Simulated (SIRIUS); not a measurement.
HfIn4SiO6:

```
CELL_PARAMETERS angstrom
2.71585 -4.70357 0.00833
2.71585 4.70357 0.00833
-1.87915 0.00000 7.40127
ATOMIC_POSITIONS crystal
Hf 0.78835 0.21165 0.00000
In 0.62175 0.37825 0.50000
In 0.45502 0.54498 0.00000
In 0.28407 0.71593 0.50000
In 0.95814 0.04186 0.50000
Si 0.12168 0.87832 0.00000
O 0.06219 0.11415 0.86666
O 0.88585 0.93781 0.13334
O 0.79490 0.53784 0.86663
O 0.46216 0.20510 0.13337
O 0.15352 0.62879 0.13333
O 0.37121 0.84648 0.86667
```

The cell was built by a generator and needn't be a form met in nature.

* Program: SIRIUS 7.12.0
* Task: single point
* Functional: PBE
* Potentials or basis: PseudoDojo 0.4.1 PBE standard (scalar relativistic)
* Cutoff: 1152 eV
* Density cutoff: 4606 eV
* k mesh: 6 × 6 × 4
* Occupations: fermi-dirac, width 0.05 eV
* Spin: no spin polarisation

On this cell: pressure -0.4 GPa; largest force 0.096 eV/Å; band gap on the k mesh none (metal or under the smearing width).

The same run follows on a disturbed copy (atoms moved at random, drawn with an rms of 0.05 Å):

```
Hf In Si O
1.0
     2.71585   -4.70357    0.00833
     2.71585    4.70357    0.00833
    -1.87915    0.00000    7.40127
Hf In Si O
1 4 1 6
Direct
  0.79814 0.21049 0.00787
  0.60814 0.38382 0.49927
  0.45037 0.54161 0.99591
  0.28386 0.71739 0.50237
  0.95191 0.03805 0.49763
  0.11396 0.87178 0.00216
  0.05514 0.10977 0.85882
  0.87766 0.94005 0.13393
  0.79611 0.54315 0.86007
  0.46794 0.20229 0.12997
  0.14642 0.62634 0.13966
  0.36891 0.84690 0.86786
```

What does the disturbed cell give?

The energy (extrapolated to zero smearing) moves by +14.6 meV/atom; pressure -0.8 GPa; largest force 1.338 eV/Å; band gap on the k mesh none (metal or under the smearing width).

Forces on the atoms (eV/Å):
```
Hf  -0.120  1.084 -0.775
In   0.073 -0.258  0.069
In  -0.074 -0.257 -0.417
In  -0.072  0.139  0.139
In   0.011  0.099  0.151
Si   0.618 -0.307 -0.855
O   -0.003  0.048  0.774
O    0.170 -0.851  0.094
O   -0.279 -0.185  0.831
O   -0.389  0.661  0.208
O    0.095  0.125 -0.374
O   -0.030 -0.297  0.155
```

Stress tensor (GPa, compression positive):
```
-0.59  0.43  0.16
 0.43 -0.31  0.41
 0.16  0.41 -1.55
```
